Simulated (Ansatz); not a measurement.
# C3H11SbSi: one species, many methods

The task here is to estimate one member of a computed series from the others.

Program: Ansatz 0.2.0, Gaussian basis. Level of theory: functionals in def2-TZVPP, the program's frozen cores in correlated methods. These are calculated values, not measurements.

Levels to be run: LDA (SPW92), PBE-D4, revPBE-D4, BLYP-D4, r2SCAN-D4, B97M-V, PBE0-D4, B3LYP-D4, r2SCANh-D4, r2SCAN0-D4, HSE06-D4, BHLYP-D4, CAM-B3LYP-D4, LC-ωPBE, ωB97X-V, ωB97M-V, B2PLYP, PBE-QIDH; CCSD(T)/def2-SVP; MP2/def2-TZVPP; MP2/def2-QZVPP; RPA on PBE.

1 further run of the same task is left out (for a known fault of the program). Runs told in other sessions of the task aren't counted.

### Structure used throughout

The geometry comes from an earlier relaxation with PBE0-D4 in a triple-zeta def2 set; it is a stationary point, not always the lowest conformer. Sb takes the def2 core potential; no spin-orbit term is included.

SMILES `C[CH2][Sb]([CH3])[SiH3]`, 16 atoms, charge 0, spin multiplicity 1.

Atoms are counted from 1 here; the program's logs count them from 0.

Bond lengths: C1–C2 1.518 Å, C1–H6 1.094 Å, C1–H7 1.093 Å, C1–H8 1.093 Å, C2–Sb3 2.178 Å, C2–H9 1.092 Å, C2–H10 1.093 Å, Sb3–C4 2.166 Å, Sb3–Si5 2.569 Å, C4–H11 1.090 Å, C4–H12 1.090 Å, C4–H13 1.090 Å, Si5–H14 1.492 Å, Si5–H15 1.489 Å, Si5–H16 1.489 Å. Angles: C2–C1–H6 111.3°, C2–C1–H7 111.7°, C2–C1–H8 111.7°, H6–C1–H7 107.3°, H6–C1–H8 107.4°, H7–C1–H8 107.3°, C1–C2–Sb3 112.9°, C1–C2–H9 111.6°, C1–C2–H10 111.1°, Sb3–C2–H9 107.6°, Sb3–C2–H10 105.8°, H9–C2–H10 107.5°, C2–Sb3–C4 95.0°, C2–Sb3–Si5 93.2°, C4–Sb3–Si5 93.0°, Sb3–C4–H11 109.5°, Sb3–C4–H12 108.6°, Sb3–C4–H13 110.7° and more.

Set-up of the first run:

Contents of in.yaml:

```yaml
crystal:
  periodic: [false, false, false]
  atoms:
    - {symbol: C, position_ang: [0.651538, 1.162002, -1.966936]}
    - {symbol: C, position_ang: [0.723521, -0.131117, -1.175543]}
    - {symbol: Sb, position_ang: [-1.171289, -0.660080, -0.241599]}
    - {symbol: C, position_ang: [-0.330417, -2.193445, 1.037148]}
    - {symbol: Si, position_ang: [-0.953469, 1.153706, 1.565273]}
    - {symbol: H, position_ang: [1.604712, 1.380975, -2.457596]}
    - {symbol: H, position_ang: [0.412424, 2.015258, -1.326446]}
    - {symbol: H, position_ang: [-0.113622, 1.116364, -2.746465]}
    - {symbol: H, position_ang: [1.476565, -0.078236, -0.386300]}
    - {symbol: H, position_ang: [0.982723, -0.973559, -1.821879]}
    - {symbol: H, position_ang: [-1.050741, -2.456867, 1.811642]}
    - {symbol: H, position_ang: [-0.124953, -3.077084, 0.432324]}
    - {symbol: H, position_ang: [0.592914, -1.846029, 1.500467]}
    - {symbol: H, position_ang: [0.437109, 1.186390, 2.104346]}
    - {symbol: H, position_ang: [-1.886009, 0.876111, 2.692475]}
    - {symbol: H, position_ang: [-1.273907, 2.503009, 1.023388]}
basis:
  gaussian: {orbitals: def2-TZVPP}
hamiltonian: {xc: lda}
output: {orbitals: {seedname: orbitals}}
```

Command:

```bash
ansatz run in.yaml --threads 4 --pin off --events-out ev --progress --plain --max-ram 11315MiB
```

Among the steps run: LDA; PBE-D4 (GGA); revPBE-D4 (GGA); BLYP-D4 (GGA); r2SCAN-D4 (meta-GGA); B97M-V (meta-GGA); PBE0-D4 (hybrid); B3LYP-D4 (hybrid); r2SCANh-D4 (hybrid); r2SCAN0-D4 (hybrid); HSE06-D4 (hybrid); BHLYP-D4 (hybrid); CAM-B3LYP-D4 (range-separated); LC-ωPBE (range-separated); ωB97X-V (range-separated); ωB97M-V (range-separated); B2PLYP (double hybrid); PBE-QIDH (double hybrid).

One of the session's tables, all rows but one given; the rest of the session is left out.

It belongs to the step «Frontier levels by functional». 

| functional | HOMO (eV) | gap (eV) |
| --- | --- | --- |
| LDA (SPW92) | -5.70 | 4.51 |
| PBE-D4 | -5.56 | 4.56 |
| revPBE-D4 | ? | ? |
| BLYP-D4 | -5.43 | 4.53 |
| r2SCAN-D4 | -5.76 | 4.99 |
| B97M-V | -5.78 | 4.82 |
| PBE0-D4 | -6.50 | 6.26 |
| B3LYP-D4 | -6.34 | 5.88 |
| r2SCANh-D4 | -6.11 | 5.61 |
| r2SCAN0-D4 | -6.64 | 6.53 |
| HSE06-D4 | -6.12 | 5.51 |
| BHLYP-D4 | -7.34 | 7.83 |
| CAM-B3LYP-D4 | -7.70 | 8.33 |
| LC-ωPBE | -8.90 | 10.60 |
| ωB97X-V | -8.61 | 10.18 |
| ωB97M-V | -8.52 | 9.79 |

Estimate the missing values for revPBE-D4.

**Answer.** HOMO (eV): -5.51; gap (eV): 4.60. In the column «HOMO (eV)» it lies between PBE-D4 (-5.56) and BLYP-D4 (-5.43).
